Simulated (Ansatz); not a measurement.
Here is an Ansatz 0.2.0 calculation.

The input input.yaml:

```yaml
crystal:
  lattice:
    - [0.0, 2.7, 2.7]
    - [2.7, 0.0, 2.7]
    - [2.7, 2.7, 0.0]
  atoms:
    - { symbol: Gd, position: [0.0, 0.0, 0.0], spin: 7.0 }
    - { symbol: O, position: [0.75, 0.75, 0.75] }
hamiltonian:
  xc: pbe
  pseudopotentials: { kind: paw }
  hubbard: { sites: [{ species: Gd, l: f, u_eff: 4.0 }] }
magnetization:
  spin_polarized: true
kpoints:
  mp_grid: { grid: [9, 9, 9] }
  band_path:
    path:
      - [[0.0, 0.0, 0.0], [0.5, 0.0, 0.5], [0.5, 0.25, 0.75], [0.375, 0.375, 0.75], [0.0, 0.0, 0.0], [0.5, 0.5, 0.5], [0.625, 0.25, 0.625], [0.5, 0.25, 0.75], [0.5, 0.5, 0.5], [0.375, 0.375, 0.75]]
      - [[0.625, 0.25, 0.625], [0.5, 0.0, 0.5]]
    npoints: 14
scf:
  occupations: { method: fermi_dirac, width: 0.05 }
  n_extra_bands: 6
output:
  forces: true
  stress: true
  eigenvalues: true
  fatbands: true
  write_density: true
  write_potential: true
  elf: true
  volumetric_format: npy
```

Potentials or basis: Ansatz PAW.

Launch:

```bash
$ ansatz run input.yaml --threads 2 --pin off --max-ram 5632MiB --backend cpu --events-out ev --progress --plain --runs-dir out
```

(1) Predict the site moments.

(2) What does it give for the pressure?

(3) Predict the net moment.

Answers

(1) Gd +7.01; O +0.02 μB.

(2) -0.4 GPa.

(3) 7.91 μB per cell.

Caveat: the magnetic or orbital state may not be the lowest; the pressure holds a Pulay correction of +0.3 GPa for the finite cutoff; spin-orbit coupling is left out, which moves the levels of the heavy elements; a cell with one magnetic atom can't hold antiferromagnetic order, which such compounds often take.
